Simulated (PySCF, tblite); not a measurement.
**C5H6NOSe radical: geometry, infrared bands and EPR parameters**

What infrared bands and EPR parameters should C5H6NOSe radical (`O=CNC1=C[CH]C[Se]1`) show?

The runs use tblite 0.8.0 and PySCF 2.14.0, with density-fitted response routines of our own; the level of theory stands in each step. All values are computed, except where a source is named. Atoms are numbered from 0 throughout.

### Step 1. Starting geometry

14 atoms, charge 0, multiplicity 2; geometry from: force field or distance geometry start.

Bonds of the start (Å): O0–C1 1.24, C1–N2 1.43, N2–C3 1.45, C3–C4 1.33, C4–C5 1.50, C5–C6 1.53, C6–Se7 1.95, Se7–C3 1.91, C1–H8 1.10, N2–H9 1.04, C4–H10 1.08, C5–H11 1.11, C6–H12 1.11, C6–H13 1.11.

### Step 2. Geometry optimisation with GFN2-xTB

Job settings and geometry (Å):

```
{"job": {"kind": "relax", "xc": "GFN2-xTB", "basis": "xTB"}, "charge": 0, "multiplicity": 2}
O      2.124900     2.185900    -0.495600
C      2.539500     1.194300     0.130100
N      1.740900     0.024700     0.352900
C      0.338500    -0.068200    -0.004800
C     -0.304000    -1.234900     0.080000
C     -1.766100    -1.216400    -0.235400
C     -2.259200     0.216700    -0.055900
Se    -0.772700     1.421700    -0.427800
H      3.564100     1.198000     0.516500
H      2.199800    -0.805100     0.774600
H      0.200900    -2.159000     0.318000
H     -1.911800    -1.540800    -1.284400
H     -3.120400     0.423800    -0.718400
H     -2.575200     0.358800     0.998300
```

Run with:

```bash
OMP_NUM_THREADS=1 python probes_run.py task.json out
```

One launch serves the whole session: the jobs run in the order shown.

**Question.** This job is followed by: GFN2-xTB harmonic vibrations, gas phase; UKS B3LYP, def2-TZVP-core on Se, pcH-1 on C H N O, non-relativistic, mean-field spin-orbit, GIAO. Predict these results of the whole session: strongest single infrared mode (GFN2-xTB); zero-point energy (GFN2-xTB); g(iso) (B3LYP); ⟨S²⟩; largest a(iso) (averaged by class); surface potential, 1st and 99th percentile.

As calculated:

| quantity | value |
| --- | --- |
| strongest single infrared mode (GFN2-xTB) | 1651 cm⁻¹, 437 km/mol |
| zero-point energy (GFN2-xTB) | 61.8 kcal/mol |
| g(iso) (B3LYP) | 2.00997 |
| ⟨S²⟩ | 0.769 (exact 0.75) |
| largest a(iso) (averaged by class) | 1H on H12, H13, 86.7 MHz |
| surface potential, 1st and 99th percentile | -1.82 V and 2.54 V |

**Reading.** Relaxing lowered the energy by 1.661 eV in 72 steps; the close pair that moved most is C4–C5, from 1.496 to 1.357 Å. All 36 modes are real, so the xTB geometry is a minimum. The strongest single mode, at 1651 cm⁻¹, moves mainly C1 and O0. GFN2-xTB is a fitted tight-binding method: band positions and strengths are rough. Its intensities can rank the bands wrongly. The largest spin populations lie on C5 (0.50 e), C3 (0.47 e). The isotropic g lies 7.6 ppt above the free-electron value. The hyperfine terms hold no scalar relativity, which the heavier nuclei need.
